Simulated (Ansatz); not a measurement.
**C3H9AlO: one species, many methods**

An exercise on one series of results from a longer session: the logs are not shown, and one member is left open.

Method: functionals in def2-TZVPP, the program's frozen cores in correlated methods; program: Ansatz 0.2.0, Gaussian basis.

The runs, in order: LDA (SPW92), PBE-D4, revPBE-D4, BLYP-D4, r2SCAN-D4, B97M-V, PBE0-D4, B3LYP-D4, r2SCANh-D4, r2SCAN0-D4, HSE06-D4, BHLYP-D4, CAM-B3LYP-D4, LC-ωPBE, ωB97X-V, ωB97M-V, B2PLYP, PBE-QIDH; CCSD(T)/def2-SVP; CCSD(T)/def2-TZVPP; MP2/def2-QZVPP; extrapolation to the limit; RPA on PBE.

**Structure used throughout**

An earlier PBE0-D4 in a triple-zeta def2 set relaxation fixed the geometry.

SMILES `C[CH](C)[AlH][OH]`, 14 atoms, charge 0, spin multiplicity 1.

Atoms are counted from 1 here; the program's logs count them from 0.

Bond lengths: C1–C2 1.529 Å, C1–H6 1.095 Å, C1–H7 1.094 Å, C1–H8 1.096 Å, C2–C3 1.528 Å, C2–Al4 1.961 Å, C2–H9 1.102 Å, C3–H10 1.095 Å, C3–H11 1.092 Å, C3–H12 1.097 Å, Al4–O5 1.701 Å, Al4–H13 1.592 Å, O5–H14 0.956 Å. Angles: C2–C1–H6 111.5°, C2–C1–H7 112.5°, C2–C1–H8 111.3°, H6–C1–H7 107.2°, H6–C1–H8 106.7°, H7–C1–H8 107.4°, C1–C2–C3 111.6°, C1–C2–Al4 112.2°, C1–C2–H9 107.2°, C3–C2–Al4 113.4°, C3–C2–H9 107.6°, Al4–C2–H9 104.3°, C2–C3–H10 111.4°, C2–C3–H11 112.2°, C2–C3–H12 111.2°, H10–C3–H11 107.0°, H10–C3–H12 106.9°, H11–C3–H12 107.9° and more.

As a file:

```csv
atom,x (Å),y (Å),z (Å)
C1,-1.1862,0.2211,1.2123
C2,0.1526,0.2053,0.4732
C3,0.8179,-1.1680,0.5438
Al4,-0.0019,0.9019,-1.3529
O5,1.0298,0.2421,-2.5337
H6,-1.8948,-0.4897,0.7741
H7,-1.6626,1.2056,1.1930
H8,-1.0637,-0.0629,2.2642
H9,0.8153,0.9231,0.9836
H10,0.1978,-1.9362,0.0711
H11,1.7861,-1.1840,0.0381
H12,0.9762,-1.4799,1.5833
H13,-1.0138,2.0545,-1.7788
H14,1.0343,0.5380,-3.4425
```

Set-up of the first run:

The input, in.yaml:

```yaml
crystal:
  periodic: [false, false, false]
  atoms:
    - {symbol: C, position_ang: [-1.186162, 0.221076, 1.212272]}
    - {symbol: C, position_ang: [0.152635, 0.205326, 0.473224]}
    - {symbol: C, position_ang: [0.817912, -1.167980, 0.543753]}
    - {symbol: Al, position_ang: [-0.001855, 0.901912, -1.352884]}
    - {symbol: O, position_ang: [1.029819, 0.242122, -2.533722]}
    - {symbol: H, position_ang: [-1.894850, -0.489713, 0.774059]}
    - {symbol: H, position_ang: [-1.662588, 1.205624, 1.192970]}
    - {symbol: H, position_ang: [-1.063658, -0.062946, 2.264210]}
    - {symbol: H, position_ang: [0.815259, 0.923097, 0.983579]}
    - {symbol: H, position_ang: [0.197828, -1.936234, 0.071075]}
    - {symbol: H, position_ang: [1.786071, -1.184012, 0.038084]}
    - {symbol: H, position_ang: [0.976242, -1.479851, 1.583290]}
    - {symbol: H, position_ang: [-1.013809, 2.054473, -1.778758]}
    - {symbol: H, position_ang: [1.034257, 0.538002, -3.442450]}
basis:
  gaussian: {orbitals: def2-TZVPP}
hamiltonian: {xc: lda}
output: {orbitals: {seedname: orbitals}}
```

Command:

```console
> ansatz run in.yaml --threads 4 --pin off --events-out ev --progress --plain --max-ram 10444MiB
```

Among the steps run: LDA; PBE-D4 (GGA); revPBE-D4 (GGA); BLYP-D4 (GGA); r2SCAN-D4 (meta-GGA); B97M-V (meta-GGA); B3LYP-D4 (hybrid); r2SCANh-D4 (hybrid); r2SCAN0-D4 (hybrid); HSE06-D4 (hybrid); BHLYP-D4 (hybrid); CAM-B3LYP-D4 (range-separated); LC-ωPBE (range-separated); ωB97X-V (range-separated); ωB97M-V (range-separated); B2PLYP (double hybrid); PBE-QIDH (double hybrid).

One table of the session follows, with a row left open; its other results are not shown here.

It belongs to the step «Frontier levels by functional». 

```
  functional  HOMO (eV)  gap (eV)
 LDA (SPW92)      -6.04      4.46
      PBE-D4      -5.97      4.63
   revPBE-D4      -5.92      4.71
     BLYP-D4      -5.87      4.64
   r2SCAN-D4          ?         ?
      B97M-V      -6.31      5.09
     PBE0-D4      -7.18      6.62
    B3LYP-D4      -7.01      6.21
  r2SCANh-D4      -6.64      5.91
  r2SCAN0-D4      -7.33      6.97
    HSE06-D4      -6.78      5.85
    BHLYP-D4      -8.35      8.51
CAM-B3LYP-D4      -8.55      8.87
     LC-ωPBE      -9.86     11.32
     ωB97X-V      -9.54     10.83
     ωB97M-V      -9.39     10.36
```

**Question.** Estimate the row for r2SCAN-D4.

Worked estimate for «HOMO (eV)». Against the share of exact exchange, r2SCANh-D4 (0.1, -6.64), r2SCAN0-D4 (0.25, -7.33) give a slope of -4.60 per unit share; at 0 the line stands at -6.18.

The run gave: HOMO (eV): -6.18; gap (eV): 5.20. In «HOMO (eV)» the line misses by 0.00.
